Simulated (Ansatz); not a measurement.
# TiO2 (rutile type): the cost of one run

Program: Ansatz 0.2.0. Level of theory: DFT r²SCAN, with the methods named in each step. These are calculated values, not measurements.

### 1 The structure to begin with

Symmetry: P4_2/mnm, No. 136, tetragonal system. Conventional cell: a = 4.496 Å, b = 4.496 Å, c = 2.968 Å, α = 90.00°, β = 90.00°, γ = 90.00°. Around Ti (site symmetry mmm) lie 6 O at 1.93 to 1.94 Å. O (site symmetry m2m) is surrounded by 3 Ti at 1.93 to 1.94 Å.

As a file:

```cif
data_structure
_symmetry_space_group_name_H-M 'P4_2/mnm'
_symmetry_Int_Tables_number 136
_cell_length_a 4.4964
_cell_length_b 4.4964
_cell_length_c 2.9677
_cell_angle_alpha 90.000
_cell_angle_beta 90.000
_cell_angle_gamma 90.000
_cell_volume 60.00
loop_
_atom_site_label
_atom_site_type_symbol
_atom_site_symmetry_multiplicity
_atom_site_Wyckoff_symbol
_atom_site_fract_x
_atom_site_fract_y
_atom_site_fract_z
_atom_site_occupancy
Ti1 Ti 2 a 0.00000 0.00000 0.00000 1
O1 O 4 f 0.30500 0.30500 0.00000 1
```

The file gives the conventional cell by its symmetry; the runs use the cell typed in the input.

Whether this phase is the stable one at these pressures isn't tested.

Atoms are numbered in the order of the input: Ti1, Ti2, O3, O4, O5, O6.

### 2 Cell relaxed at zero pressure, PAW

input.yaml reads:

```yaml
crystal:
  lattice:
    - [4.4964431302, 0.0, 0.0]
    - [0.0, 4.4964431302, 0.0]
    - [0.0, 0.0, 2.967652466]
  atoms:
    - { symbol: Ti, position: [0.0, 0.0, 0.0] }
    - { symbol: Ti, position: [0.5, 0.5, 0.5] }
    - { symbol: O, position: [0.305, 0.305, 0.0] }
    - { symbol: O, position: [0.695, 0.695, 0.0] }
    - { symbol: O, position: [0.805, 0.195, 0.5] }
    - { symbol: O, position: [0.195, 0.805, 0.5] }
kpoints:
  mp_grid: { grid: [8, 8, 11] }
scf:
  occupations: { method: fermi_dirac, width: 0.05 }
hamiltonian:
  xc: r2scan
  pseudopotentials: { kind: paw }
output:
  forces: true
  stress: true
relax:
  f_tol: 0.005
  max_steps: 40
  cell: {}
```

On the command line:

```bash
$ ansatz run input.yaml --threads 2 --pin off --max-ram 5120MiB --backend cpu --events-out ev --progress --plain --runs-dir out
```

What time and memory should one allow on 2 threads of AMD EPYC 7R43 (Zen 3), shared host?

About 48 s, with a peak of 0.66 GiB.
